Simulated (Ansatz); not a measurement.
Predict the output of the script below (the Python package of Ansatz (0.2.0)).

`states_f2geh.py`:
```python
import ansatz
import numpy as np

geometry_ang = [
    ('F', (-0.2185, -0.0492, 1.6278)),
    ('Ge', (0.4107, -0.0557, -0.0026)),
    ('F', (-0.4318, -1.291, -0.9564)),
    ('H', (0.2951, 1.3356, -0.689)),
]
f2geh = ansatz.Crystal.molecule()
for symbol, xyz in geometry_ang:
    f2geh = f2geh.atom(symbol, xyz)
symbols = [site.symbol for site in f2geh.cartesian_sites]

start = np.array([site.position_ang for site in f2geh.cartesian_sites])
for factor in [1.0, 1.3]:
    xyz = (start - start.mean(axis=0)) * factor
    scaled = ansatz.Crystal.molecule()
    for symbol, place in zip(symbols, xyz):
        scaled = scaled.atom(symbol, place.tolist())
    base = scaled.calculation()
    base = base.basis(gaussian='def2-SVP').functional('hf')
    base = base.spin('collinear', total=1)
    for search in ('off', 'standard'):
        try:
            data = base.scf(lower_state_search=search).run(threads=1).report
        except ansatz.AnsatzError as error:
            print(f'x{factor} search {search}: {type(error).__name__}')
            continue
        state = data['mean_field']['state']
        print(f'all distances x{factor}, search {search:8s} E = {data["free_energy_ev"]:.5f} eV  <S^2> = {abs(state["spin_squared"]):.3f}  other states met: {len(data["mean_field"]["others"])}')
```

```console
$ python states_f2geh.py
all distances x1.0, search off      E = -61890.34178 eV  <S^2> = 0.756  other states met: 0
all distances x1.0, search standard E = -61890.34178 eV  <S^2> = 0.756  other states met: 0
all distances x1.3, search off      E = -61885.13536 eV  <S^2> = 0.990  other states met: 0
all distances x1.3, search standard E = -61885.13536 eV  <S^2> = 0.990  other states met: 4
```

Total energies depend on the basis set; only differences at equal settings carry meaning. The count of other states can hold repeated and symmetry-equivalent ends of the search; scaling all distances is a test, and for more than two atoms no physical path. The geometry comes from a force field and isn't relaxed at this level. The species is open-shell (spin multiplicity 2). The expectation value of S² is noticeably off S(S+1) in at least one run, so that state is spin-contaminated. Wall time of the script: 6.1 s on 1 thread of AMD EPYC 9R45 96-Core Processor (Zen 5) (shared host), peak memory 0.25 GiB.

(Lines on the test bed's own set-up are left out of the output.)
